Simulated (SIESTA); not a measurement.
MnPt2 under changes of volume

One of the cells (15.408 Å³/atom); the others are scaled copies at fixed shape and fractional positions:

```
Pt Mn
1.0
     2.85840    0.00000    0.00000
    -1.42920    2.47545    0.00000
     0.00000    0.00000    6.53250
Pt Mn
2 1
Direct
  0.66667 0.33333 0.31621
  0.33333 0.66667 0.68379
  0.00000 0.00000 0.00000
```

The cell comes from a database or a generator and needn't be the stable form of this composition.

- Program: SIESTA 5.4.2
- Functional: PBEsol
- Potentials or basis: PseudoDojo 0.4 standard (PBEsol files)
- Basis: DZP (energy shift 0.003 Ry; two zetas on semicore shells)
- Grid cutoff: 800 Ry
- Energy shift: 0.003 Ry
- k mesh: 8 × 8 × 3
- Occupations: fermi-dirac, width 0.05 eV
- Spin: collinear spin, ferromagnetic start
- Starting moments: [0.0, 0.0, 4.0] μB

```tsv
volume (Å³/atom)	energy over the lowest point (meV/atom)	pressure (GPa)	moment (μB per cell)	largest force (eV/Å)
14.483	2.35	3.4	4.20	0.213
14.791	0.00	-1.2	4.32	0.182
15.099	5.84	-5.2	4.41	0.145
15.408	18.93	-8.7	4.48	0.093
15.716	?	?	?	?
16.024	64.35	-14.9	4.57	0.011
16.332	95.24	-17.3	4.61	0.033
```

Q: What does the run at 15.716 Å³/atom give?

A: Energy over the lowest point 38.66 meV/atom; pressure -12.0 GPa; moment 4.53 μB per cell; largest force 0.042 eV/Å.

Worked out: A Birch-Murnaghan fit of order 3 (a polynomial in V^(-2/3)) to the other rows has its minimum at 14.72 Å³/atom with B0 = V·E''(V) = 207 GPa and B' = 4.1 at fixed shape and positions, which overstates the stiffness. It gives 38.69 meV/atom at 15.716 Å³/atom, against the run's 38.66, and -dE/dV = -11.8 GPa, against -12.0. A parabola through the other rows of the moment, of slope 0.16 μB per Å³/atom there, gives 4.54 μB, against the run's 4.53.

Energies are extrapolated to zero smearing.

Caveats: short orbitals over semicore shells can move pressures by several GPa; the basis of atomic orbitals isn't converged, which shifts pressures, moduli and gaps.
